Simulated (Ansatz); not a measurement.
**SiHBrF2 (SMILES F[SiH](F)Br) at SVWN5/def2-SVPD**

What is the vertical ionisation energy of SiHBrF2 at SVWN5/def2-SVPD? 

The calculation is run with Ansatz 0.2.0.

36 further runs of the same task are left out: 36 set aside as unsound or not needed. Runs told in other sessions of the task aren't counted.

**1. Starting point**

SiHBrF2: 5 atoms, total charge 0, spin state singlet. SMILES: `F[SiH](F)Br`. The coordinates come from a PBE0-D4/def2-TZVP relaxation.

Bond lengths: F1–Si2 1.578 Å, Si2–F3 1.578 Å, Si2–Br4 2.183 Å, Si2–H5 1.466 Å. Angles: F1–Si2–F3 107.6°, F1–Si2–Br4 109.1°, F3–Si2–Br4 109.1°, F1–Si2–H5 109.7°, F3–Si2–H5 109.7°, Br4–Si2–H5 111.6°.

**2. The energy at SVWN5/def2-SVPD**

in.yaml reads:

```yaml
crystal:
  periodic: [false, false, false]
  atoms:
    - {symbol: F, position_ang: [-0.224900, -0.396300, 1.531900]}
    - {symbol: Si, position_ang: [0.124200, 0.002500, 0.045800]}
    - {symbol: F, position_ang: [0.210200, 1.576700, -0.017200]}
    - {symbol: Br, position_ang: [-1.476800, -0.678900, -1.271900]}
    - {symbol: H, position_ang: [1.417200, -0.577700, -0.330000]}
basis:
  gaussian:
    orbitals: def2-SVPD
accuracy: high
output: {orbitals: {seedname: orbitals}}
hamiltonian:
  xc: {name: SVWN5}
magnetization:
  spin_polarized: false
  initial_magnetization: 0
```

Command:

```bash
$ ansatz run in.yaml --threads 1 --pin off --max-ram 2610MiB --events-out events.jsonl --progress --plain --runs-dir runs
```

Standard output:

```text
Warning: RAYON_NUM_THREADS=1 ignored (pool sized by the plan → 1); use --threads N
Functional definition: SVWN5
  name "SVWN5"
  exchange = slater_x
  correlation = vwn5_c
2220 factors; integrals over basis functions are off by at most 4.6e-9 eV
mean field evaluation 1: about -83198.5086 eV, gradient 4.4e1 eV
mean field evaluation 2: about -83187.6683 eV, gradient 9.6e1 eV
mean field evaluation 4: about -83201.4062 eV, gradient 2.0e0 eV
mean field evaluation 8: about -83201.4165 eV, gradient 4.4e-2 eV
mean field evaluation 16: about -83201.4165 eV, gradient 5.4e-6 eV
mean field -83201.41651642 eV, -3057.5956610326 hartree, gradient 7.3e-8 eV, S^2 0.000000; 0 other end points of the search recorded, 0 dependent functions left out
reference -83201.41652040 eV, -3057.5956611791 hartree; 34, 34 occupied and 85, 85 virtual orbitals, 2220 factors
Total energy: -83201.41652040 eV, -3057.5956611791 hartree
```

Run time: 6.6 s. Hardware: 1 thread of Arm Neoverse V1, shared host; peak memory 0.32 GiB.

**3. The doublet cation at the same level**

job.yaml reads:

```yaml
crystal:
  periodic: [false, false, false]
  atoms:
    - {symbol: F, position_ang: [-0.224900, -0.396300, 1.531900]}
    - {symbol: Si, position_ang: [0.124200, 0.002500, 0.045800]}
    - {symbol: F, position_ang: [0.210200, 1.576700, -0.017200]}
    - {symbol: Br, position_ang: [-1.476800, -0.678900, -1.271900]}
    - {symbol: H, position_ang: [1.417200, -0.577700, -0.330000]}
basis:
  gaussian: {orbitals: def2-SVPD}
total_charge: 1
magnetization: {spin_polarized: true, initial_magnetization: 1}
hamiltonian: {xc: {name: SVWN5}}
accuracy: high
output: {orbitals: {seedname: orbitals}}
```

Command:

```bash
$ ansatz run job.yaml --threads 1 --pin off --max-ram 2610MiB --events-out events.jsonl --progress --plain --runs-dir runs
```

Standard output:

```text
Warning: RAYON_NUM_THREADS=1 ignored (pool sized by the plan → 1); use --threads N
[... 4 set-up lines as earlier in the session ...]
2221 factors; integrals over basis functions are off by at most 4.6e-9 eV
mean field evaluation 1: about -83176.3941 eV, gradient 6.3e1 eV
mean field evaluation 2: about -83027.1485 eV, gradient 2.0e2 eV
mean field evaluation 4: about -83185.9698 eV, gradient 2.2e1 eV
mean field evaluation 8: about -83189.2294 eV, gradient 5.9e0 eV
mean field evaluation 16: about -83189.6181 eV, gradient 1.7e-2 eV
mean field evaluation 32: about -83189.6081 eV, gradient 7.3e-1 eV
mean field evaluation 64: about -83189.2237 eV, gradient 3.7e0 eV
mean field -83189.61805571 eV, -3057.1620755988 hartree, gradient 4.5e-8 eV, S^2 0.751339; 8 other end points of the search recorded, 0 dependent functions left out
reference -83189.61806045 eV, -3057.1620757731 hartree; 34, 33 occupied and 85, 86 virtual orbitals, 2221 factors
Total energy: -83189.61806045 eV, -3057.1620757731 hartree
```

Wall time 20 s (1 thread of Arm Neoverse V1, shared host); peak memory 0.41 GiB.

**4. What came out**

Level: SVWN5/def2-SVPD.

| quantity | value |
| --- | --- |
| singlet SiHBrF2: total energy | -3057.59566 Eh |
| singlet SiHBrF2: HOMO energy | -8.12 eV |
| singlet SiHBrF2: LUMO energy | -1.15 eV |
| singlet SiHBrF2: HOMO–LUMO gap | 6.97 eV |
| doublet cation: total energy | -3057.16208 Eh |
| doublet cation: HOMO energy (highest over α and β) | -15.18 eV |
| doublet cation: ⟨S²⟩ | 0.751 |
| vertical ionisation energy (to the doublet cation) | 11.798 eV |

Removing an electron at fixed nuclei costs 11.80 eV (272 kcal/mol). The negative HOMO energy of the first species, 8.12 eV, lies 3.68 eV below that difference.
